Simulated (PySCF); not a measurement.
# Ways to converge the SCF of Ca2

The same problem is solved with other solver options, one edit a run.

Program: PySCF 2.14.0. Level of theory: each script names its method and basis. These are calculated values, not measurements.

1 further run of the same task is left out (it didn't finish).

**1. The starting structure**

Ca2: 2 atoms, charge 0, spin multiplicity 1.

No contacts short enough for the rule that draws bonds.

**2. Base script**

File input.py:

```python
from pyscf import gto, scf, tdscf

mol = gto.M(
    atom='Ca 0 0 0; Ca 0 0 3.657',
    basis='ano-rcc-vdzp',
    charge=0,
    spin=0,
    verbose=4,
)
mf = scf.RHF(mol)
mf = mf.sfx2c1e()
mf.kernel()
td = tdscf.TDHF(mf)
td.nstates = 5
td.kernel()
td.analyze()
mf.dip_moment()
print('orbital energies (hartree):', mf.mo_energy[..., max(0, mol.nelec[1]-3):mol.nelec[0]+3].round(4))
```

Command:

```bash
OMP_NUM_THREADS=1 python input.py
```

Its log is not repeated here.

It gives: E(SCF) = -1359.238542 Eh, 8 cycles, μ = 0.00 D, excitations 1.43, 1.43, 2.22, 3.33, 3.33 eV.

The bond length is a typed value, not an optimised one.

**3. Initial guess huckel**

Variant 1 changes initial guess: minao → huckel.

File input.py:

```python
from pyscf import gto, scf, tdscf

mol = gto.M(
    atom='Ca 0 0 0; Ca 0 0 3.657',
    basis='ano-rcc-vdzp',
    charge=0,
    spin=0,
    verbose=4,
)
mf = scf.RHF(mol)
mf = mf.sfx2c1e()
mf.init_guess = 'huckel'
mf.kernel()
td = tdscf.TDHF(mf)
td.nstates = 5
td.kernel()
td.analyze()
mf.dip_moment()
print('orbital energies (hartree):', mf.mo_energy[..., max(0, mol.nelec[1]-3):mol.nelec[0]+3].round(4))
```

Command:

```bash
OMP_NUM_THREADS=1 python input.py
```

**4. Damping 0.5**

Variant 2 changes damping: none → 0.5.

Changes to input.py since step 2:

```diff
@@ -11,2 +11,4 @@
 mf = mf.sfx2c1e()
+mf.damp = 0.5
+mf.diis_start_cycle = 8
 mf.kernel()
```

**5. Initial guess random**

Variant 3 changes initial guess: minao → random.

Changes to input.py since step 2:

```diff
@@ -11,2 +11,3 @@
 mf = mf.sfx2c1e()
+mf.init_guess = 'random'
 mf.kernel()
```

**6. Smearing width 0.2 hartree**

Variant 4 changes smearing width: none → 0.2 hartree; step after the SCF: tddft → none.

Changes to input.py since step 2:

```diff
@@ -1,2 +1,2 @@
-from pyscf import gto, scf, tdscf
+from pyscf import gto, scf
 
@@ -11,7 +11,4 @@
 mf = mf.sfx2c1e()
+mf = scf.addons.smearing_(mf, sigma=0.2, method='fermi')
 mf.kernel()
-td = tdscf.TDHF(mf)
-td.nstates = 5
-td.kernel()
-td.analyze()
 mf.dip_moment()
```

**7. Level shift 0.1 hartree**

Variant 5 changes level shift: none → 0.1 hartree.

Changes to input.py since step 2:

```diff
@@ -11,2 +11,3 @@
 mf = mf.sfx2c1e()
+mf.level_shift = 0.1
 mf.kernel()
```

**Question.** What will these runs give? Wanted: for each run, E(SCF); from base; gap; after the SCF.

The runs gave:

```csv
run,E(SCF) (hartree),from base (eV),cycles,gap (eV),after the SCF
base,-1359.238542,0,8,4.79,lowest root found 1.43 eV
initial guess huckel,-1359.238542,0.0000,7,4.79,lowest root found 1.43 eV
damping 0.5,-1359.238542,0.0000,12,4.79,lowest root found 1.43 eV
initial guess random,-1359.238542,0.0000,8,4.79,lowest root found 1.43 eV
smearing width 0.2 hartree (poor choice),-1358.385162,not comparable,11,n/a,n/a
level shift 0.1 hartree,-1359.238542,0.0000,10,4.79,lowest root found 1.43 eV
```

Distance from each run's final energy (log10 hartree) by cycle:

```csv
run,cycle 1,cycle 2,cycle 3,cycle 5,cycle 8,cycle 12
base,-2.9,-3.7,-4.3,-6.9,< -11,done
initial guess huckel,-2.7,-3.4,-4.0,-7.1,done,done
damping 0.5,-2.9,-3.3,-3.6,-4.2,-5.4,-11.0
initial guess random,-2.9,-3.7,-4.3,-6.9,< -11,done
smearing width 0.2 hartree (poor choice),-1.0,-1.8,-2.9,-5.1,-7.0,done
level shift 0.1 hartree,-2.6,-3.2,-3.6,-5.2,-8.3,done
```

In words: The SCF energy stays the same, to the digits that matter, with initial guess huckel or damping 0.5 or initial guess random or level shift 0.1 hartree. PySCF falls back to minao for a guess that it doesn't know or can't read, so that run repeats the base. The base needs 8 cycles and the run with damping 0.5 needs 12. Rows marked «poor choice» come from settings spoiled on purpose.
